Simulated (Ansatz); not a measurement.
**AlFH₄N₂: basis-set convergence**

An exercise on one series of results from a longer session: the logs are not shown, and one member is left open.

Program: Ansatz 0.2.0, Gaussian basis. Level of theory: one geometry, several basis sets. These are calculated values, not measurements.

Plan: PBE0-D4/def2-SVP; ωB97M-V/def2-SVP; PBE0-D4/def2-QZVPP; ωB97M-V/def2-QZVPP; CCSD(T)/cc-pV(D+d)Z; CCSD(T)/cc-pV(T+d)Z; MP2/cc-pV(Q+d)Z; the functionals' def2-TZVPP values are taken from earlier runs.

1 further run of the same task is left out (it didn't finish).

### The geometry

An earlier PBE0-D4 in a triple-zeta def2 set relaxation fixed the geometry.

SMILES `[NH2][Al]([NH2])[F]`, 8 atoms, charge 0, spin multiplicity 1.

Atoms are counted from 1 here; the program's logs count them from 0.

Bond lengths: N1–Al2 1.758 Å, N1–H5 1.006 Å, N1–H6 1.006 Å, Al2–N3 1.758 Å, Al2–F4 1.652 Å, N3–H7 1.006 Å, N3–H8 1.006 Å. Angles: Al2–N1–H5 123.9°, Al2–N1–H6 125.6°, H5–N1–H6 110.5°, N1–Al2–N3 123.8°, N1–Al2–F4 118.1°, N3–Al2–F4 118.1°, Al2–N3–H7 125.6°, Al2–N3–H8 123.9°, H7–N3–H8 110.5°.

The first run:

in.yaml

```yaml
crystal:
  periodic: [false, false, false]
  atoms:
    - {symbol: N, position_ang: [-0.654113, 1.397129, -0.272688]}
    - {symbol: Al, position_ang: [-0.190843, -0.292047, -0.425976]}
    - {symbol: N, position_ang: [0.886554, -1.116582, 0.692410]}
    - {symbol: F, position_ang: [-0.803342, -1.154408, -1.694316]}
    - {symbol: H, position_ang: [-1.270390, 1.870085, -0.912042]}
    - {symbol: H, position_ang: [-0.350080, 2.024759, 0.451867]}
    - {symbol: H, position_ang: [1.322014, -0.703079, 1.499086]}
    - {symbol: H, position_ang: [1.152400, -2.083058, 0.605760]}
basis:
  gaussian: {orbitals: def2-SVP}
hamiltonian: {xc: pbe0, dispersion: d4}
output: {orbitals: {seedname: orbitals}}
```

Command:

```console
ansatz run in.yaml --threads 2 --pin off --events-out ev --progress --plain --max-ram 32768MiB --backend cpu
```

Among the steps run: PBE0-D4 in def2-SVP; ωB97M-V in def2-SVP; PBE0-D4 in def2-QZVPP; ωB97M-V in def2-QZVPP.

One of the session's tables, all rows but one given; the rest of the session is left out.

It belongs to the step «Density functionals: the series». 

| functional | basis | HOMO (eV) | LUMO (eV) |
| --- | --- | --- | --- |
| PBE0-D4 | def2-SVP | -6.86 | 0.27 |
| PBE0-D4 | def2-TZVPP | ? | ? |
| PBE0-D4 | def2-QZVPP | -7.27 | -0.33 |
| ωB97M-V | def2-SVP | -9.23 | 1.83 |
| ωB97M-V | def2-TZVPP | -9.58 | 1.40 |
| ωB97M-V | def2-QZVPP | -9.66 | 1.01 |

Estimate the missing values for PBE0-D4, def2-TZVPP.

The run gave: HOMO (eV): -7.20; LUMO (eV): -0.09. In the column «HOMO (eV)» it lies between PBE0-D4, def2-QZVPP (-7.27) and PBE0-D4, def2-SVP (-6.86).
